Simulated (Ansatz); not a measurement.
# Cl2HInO: an energy map over two coordinates

A grid of calculations on Cl2HInO, SMILES [OH][In]([Cl])[Cl], to see where the energy is lowest and how it rises around there.

Computed with Ansatz 0.2.0. Level: RKS r2SCAN-D4/def2-TZVP.

### 1 Where the work starts

SMILES `[OH][In]([Cl])[Cl]`, 5 atoms, charge 0, spin multiplicity 1.

Atoms are counted from 1 here; the program's logs count them from 0.

Bond lengths: O1–In2 2.007 Å, O1–H5 0.979 Å, In2–Cl3 2.356 Å, In2–Cl4 2.342 Å. Angles: In2–O1–H5 109.0°, O1–In2–Cl3 122.1°, O1–In2–Cl4 118.7°, Cl3–In2–Cl4 119.1°.

Coordinates:

```xyz
5
charge 0, multiplicity 1
O    -0.3789    1.5578   -0.1459
In   -0.0752   -0.4256   -0.0908
Cl    1.7575   -1.3818    1.0395
Cl   -1.5971   -1.8284   -1.1858
H     0.3437    2.0042    0.3415
```

This geometry comes from a loose relaxation at PBE in a small basis, which is not shown.

### 3 Setting up the map

First coordinate, umbrella angle at In2 (between each of its bonds and their common axis; 90 is planar): 9 values from 66 to 114 °. Second coordinate, change of the bonds In2–O1, In2–Cl3, In2–Cl4, all alike: 9 values from −0.241 to 0.373 Å.

Nothing else is relaxed (all other coordinates rigid). Energies count from the relaxed molecule at the same level. Points are written as (first, second).

(The set-up runs are not shown.)

### 4 Point (90°, −0.241 Å)

File input.yaml:

```yaml
crystal:
  periodic: [false, false, false]
  atoms:
    - { symbol: O, position_ang: [-0.321031, 1.277729, -0.135137] }
    - { symbol: In, position_ang: [-0.088036, -0.432965, -0.101074] }
    - { symbol: Cl, position_ang: [1.538981, -1.226729, 0.906783] }
    - { symbol: Cl, position_ang: [-1.427953, -1.659094, -1.060878] }
    - { symbol: H, position_ang: [0.380568, 1.725996, 0.354228] }
basis:
  gaussian: { orbitals: def2-TZVP }
hamiltonian:
  xc: r2scan
  dispersion: d4
output:
  forces: true
```

Run with:

```console
$ ansatz run input.yaml --threads 1 --pin off --max-ram 2560MiB --backend cpu --events-out ev --progress --plain --runs-dir out
```

The session goes on with these runs: the other points that were computed.

What does the calculation give? Wanted: lowest point; highest computed point; dipole moment; largest force on an atom.

**Answer**, as computed:

```
                       quantity                                                                        value
                   lowest point                                                 (90°, −0.011 Å), 0.31 kJ/mol
         highest computed point                                 (66°, −0.241 Å), 344 kJ/mol above the lowest
              dipole moment (D)  1.44 at (90°, −0.011 Å) to 4.40 at (66°, 0.373 Å); 1.44 at the lowest point
largest force on an atom (eV/Å)   0.2 at (90°, −0.011 Å) to 10.3 at (66°, −0.241 Å); 0.2 at the lowest point
        time for the whole task                                             6.5 min on 1 thread, shared host
```

In words: The lowest computed point is at (90°, −0.011 Å), 0.31 kJ/mol from the relaxed molecule at the same level. The grid is coarse, so the lowest point of the scanned range may lie between grid points; coordinates that were held can hide deeper minima. No other kind of well shows on this grid. The highest computed point, (66°, −0.241 Å), lies 344 kJ/mol above the lowest. Round the minimum the two coordinates are nearly uncoupled.
